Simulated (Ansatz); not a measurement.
**SnH(OtBu)3 (C12H28O3Sn): structure and electronic state**

What does SnH(OtBu)3 (C12H28O3Sn) look like as a singlet, and where do its frontier electrons sit?

The runs use Ansatz 0.2.0, Gaussian basis; RKS PBE0-D4/def2-TZVP.

Plan: relaxation at PBE-D4/def2-SVP; a single point at PBE0-D4/def2-TZVP.

## (1) Starting geometry

44 atoms, charge 0, spin multiplicity 1.

Atoms are counted from 1 here; the program's logs count them from 0.

Bond lengths: Sn1–H2 1.730 Å, Sn1–O3 1.967 Å, Sn1–O17 1.966 Å, Sn1–O31 1.966 Å, O3–C4 1.414 Å, C4–C5 1.526 Å, C4–C6 1.533 Å, C4–C7 1.526 Å, C5–H8 1.086 Å, C5–H9 1.089 Å, C5–H10 1.087 Å, C6–H11 1.087 Å, C6–H12 1.086 Å, C6–H13 1.086 Å, C7–H14 1.087 Å, C7–H15 1.087 Å, C7–H16 1.087 Å, O17–C18 1.414 Å and more. Angles: H2–Sn1–O3 111.0°, H2–Sn1–O17 110.5°, H2–Sn1–O31 110.5°, O3–Sn1–O17 108.2°, O3–Sn1–O31 108.2°, O17–Sn1–O31 108.2°, Sn1–O3–C4 129.2°, O3–C4–C5 111.2°, O3–C4–C6 104.5°, O3–C4–C7 110.8°, C5–C4–C6 110.0°, C5–C4–C7 110.0°, C6–C4–C7 110.3°, C4–C5–H8 110.6°, C4–C5–H9 109.2°, C4–C5–H10 109.8°, H8–C5–H9 109.0°, H8–C5–H10 109.3° and more.

Sn takes a core potential in the def2 sets. No spin-orbit coupling is included.

The start is a GFN2-xTB geometry.

## (2) Relaxation at PBE-D4/def2-SVP

in.yaml reads:

```yaml
crystal:
  periodic: [false, false, false]
  atoms:
    - {symbol: Sn, position_ang: [-0.039130, -0.006720, 0.827100]}
    - {symbol: H, position_ang: [-0.114180, -0.034590, 2.555530]}
    - {symbol: O, position_ang: [1.826000, 0.039020, 0.203980]}
    - {symbol: C, position_ang: [2.716730, 1.134980, 0.132150]}
    - {symbol: C, position_ang: [2.837430, 1.838110, 1.480990]}
    - {symbol: C, position_ang: [4.062790, 0.511430, -0.255430]}
    - {symbol: C, position_ang: [2.266990, 2.128080, -0.935250]}
    - {symbol: H, position_ang: [3.601730, 2.608620, 1.442920]}
    - {symbol: H, position_ang: [1.882830, 2.297190, 1.733150]}
    - {symbol: H, position_ang: [3.094110, 1.115270, 2.251690]}
    - {symbol: H, position_ang: [4.373500, -0.196860, 0.507840]}
    - {symbol: H, position_ang: [4.818700, 1.284790, -0.357540]}
    - {symbol: H, position_ang: [3.961620, -0.018750, -1.198270]}
    - {symbol: H, position_ang: [1.290680, 2.524360, -0.666440]}
    - {symbol: H, position_ang: [2.185010, 1.622120, -1.893860]}
    - {symbol: H, position_ang: [2.976940, 2.946390, -1.018640]}
    - {symbol: O, position_ang: [-0.961870, 1.579760, 0.122080]}
    - {symbol: C, position_ang: [-2.342060, 1.777070, -0.115170]}
    - {symbol: C, position_ang: [-3.168270, 1.464160, 1.128640]}
    - {symbol: C, position_ang: [-2.463490, 3.265030, -0.464240]}
    - {symbol: C, position_ang: [-2.815460, 0.918850, -1.284700]}
    - {symbol: H, position_ang: [-4.212060, 1.716950, 0.967540]}
    - {symbol: H, position_ang: [-3.090710, 0.401500, 1.352170]}
    - {symbol: H, position_ang: [-2.788090, 2.030000, 1.975630]}
    - {symbol: H, position_ang: [-2.122900, 3.868270, 0.372890]}
    - {symbol: H, position_ang: [-3.496340, 3.514110, -0.690280]}
    - {symbol: H, position_ang: [-1.842730, 3.489540, -1.327080]}
    - {symbol: H, position_ang: [-2.681030, -0.130690, -1.034040]}
    - {symbol: H, position_ang: [-2.222980, 1.145600, -2.167550]}
    - {symbol: H, position_ang: [-3.864630, 1.106760, -1.496120]}
    - {symbol: O, position_ang: [-0.900420, -1.605120, 0.073160]}
    - {symbol: C, position_ang: [-0.374820, -2.907170, -0.095400]}
    - {symbol: C, position_ang: [0.203920, -3.445080, 1.209740]}
    - {symbol: C, position_ang: [-1.578310, -3.755290, -0.523030]}
    - {symbol: C, position_ang: [0.694880, -2.918380, -1.183540]}
    - {symbol: H, position_ang: [0.509430, -4.480750, 1.094010]}
    - {symbol: H, position_ang: [1.070410, -2.848730, 1.490410]}
    - {symbol: H, position_ang: [-0.540510, -3.376220, 1.999150]}
    - {symbol: H, position_ang: [-2.335760, -3.737710, 0.255870]}
    - {symbol: H, position_ang: [-1.269620, -4.781290, -0.701490]}
    - {symbol: H, position_ang: [-2.008790, -3.346400, -1.432830]}
    - {symbol: H, position_ang: [1.515650, -2.271470, -0.882870]}
    - {symbol: H, position_ang: [0.275250, -2.540520, -2.112500]}
    - {symbol: H, position_ang: [1.069560, -3.926240, -1.340360]}
basis:
  gaussian: {orbitals: def2-SVP}
hamiltonian: {xc: pbe, dispersion: d4}
scf: {lower_state_search: "off"}
output: {orbitals: {seedname: orbitals}}
relax: {f_tol: 0.03, max_steps: 70}
```

The run is started by

```bash
ansatz run in.yaml --threads 2 --pin off --events-out ev --progress --plain --max-ram 22528MiB --backend cuda --devices 0, --max-vram 18GiB
```

After this run come: Single point, PBE0-D4/def2-TZVP.

Q: Predict the results of all the runs planned. Wanted: point group; commonest bond, hydrogen aside; HOMO, LUMO at PBE0-D4/def2-TZVP; dipole at PBE-D4/def2-SVP.

**Answer**, as computed:

```
                       quantity                          value
                    point group                             C1
 commonest bond, hydrogen aside  C–C, 9 of mean length 1.536 Å
HOMO, LUMO at PBE0-D4/def2-TZVP                -7.52, -0.98 eV
      dipole at PBE-D4/def2-SVP                         0.13 D
```

The molecule keeps its bonding pattern by the stored test; the atoms moved 0.64 Å (rms). No usable vibrations, so a minimum isn't proven. The HOMO lies nearest to O17, O31 about 21 % each; O3 16 % and the LUMO to Sn1 30 %; H2 22 %. The point group is read from a loosely relaxed geometry; soft torsions can leave it below the true symmetry.
